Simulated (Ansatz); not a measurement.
**HfB2: how the settings move a single-point run**

Question: which choices in the input matter for HfB2?

Computed with Ansatz 0.2.0 (reference: DFT, PBEsol, all-electron LAPW, scalar-relativistic, unless a step's input says otherwise).

## (1) The system as given

It takes space group Cmmm (No. 65, orthorhombic). The conventional cell has a = 3.133 Å, b = 5.426 Å, c = 3.479 Å, α = 90.00°, β = 90.00°, γ = 90.00°. Hf (site symmetry mmm) is surrounded by 12 B at 2.48 to 2.53 Å. B (site symmetry m2m) has 3 B at 1.77 to 1.90 Å and 6 Hf at 2.48 to 2.53 Å in its first shell of neighbours.

As a file:

```
CELL_PARAMETERS angstrom
3.13268 0.00000 0.00000
-1.56634 2.71298 0.00000
0.00000 0.00000 3.47921
ATOMIC_POSITIONS crystal
Hf 0.00000 0.00000 0.00000
B 0.35000 0.67500 0.50000
B 0.65000 0.32500 0.50000
```

## (2) The reference run

Contents of input.yaml:

```yaml
crystal:
  lattice:
    - [3.1326790839, 0.0, 0.0]
    - [-1.5663395419, 2.7129796685, 0.0]
    - [0.0, 0.0, 3.47921399]
  atoms:
    - { symbol: Hf, position: [0.0, 0.0, 0.0] }
    - { symbol: B, position: [0.35, 0.675, 0.5] }
    - { symbol: B, position: [0.65, 0.325, 0.5] }
kpoints:
  mp_grid: { grid: [10, 10, 8] }
scf:
  occupations: { method: fermi_dirac, width: 0.05 }
hamiltonian:
  xc: pbesol
  pseudopotentials: { kind: all_electron, lapw: { basis_error: 0.001 } }
output:
  forces: true
  stress: true
  eigenvalues: true
  populations: true
```

On the command line:

```
$ ansatz run input.yaml --threads 1 --pin off --max-ram 3072MiB --backend cpu --events-out ev --progress --plain --runs-dir out
```

## (3) Variant: scf.algorithm direct_min, lower_state_search off

Edit input.yaml of step 2 so:

```diff
@@ -13,2 +13,4 @@
   occupations: { method: fermi_dirac, width: 0.05 }
+  algorithm: direct_min
+  lower_state_search: "off"
 hamiltonian:
```

What does the calculation give? Wanted: for each run, ending; energy change; pressure; gap; force.

As calculated:

| run | ending | energy change | pressure (GPa) | gap (eV) | force (eV/Å) | cycles | time |
| --- | --- | --- | --- | --- | --- | --- | --- |
| reference | converged | 0 | -2.4 | 0.00 | 1.07 | 9 | 52 s |
| 1: scf.algorithm direct_min, lower_state_search off | converged | 0.0 meV/atom | -2.4 | 0.00 | 1.07 | 7 | 2.1 min |

Residual by cycle in the longest SCF loop of each run; runs are numbered as in the table. The quantity is the density residual dr2, in eV.

| cycle | reference | run 1 |
| --- | --- | --- |
| 1 | 3.31 | 3.31 |
| 2 | 0.914 | 0.324 |
| 3 | 0.328 | 0.00162 |
| 4 | 0.0697 | 8.1e-7 |
| 5 | 0.00318 | 4.3e-9 |
| 6 | 4.2e-4 | 3.9e-9 |
| 7 | 8.2e-6 | 4.0e-9 |
| 8 | 5.1e-7 | - |
| 9 | 3.0e-8 | - |

What this shows: Changing the solver and search for lower states leaves the energy as it was (0.0 meV/atom). Cost: 7 SCF cycles against 9, 2.1 min against 52 s.
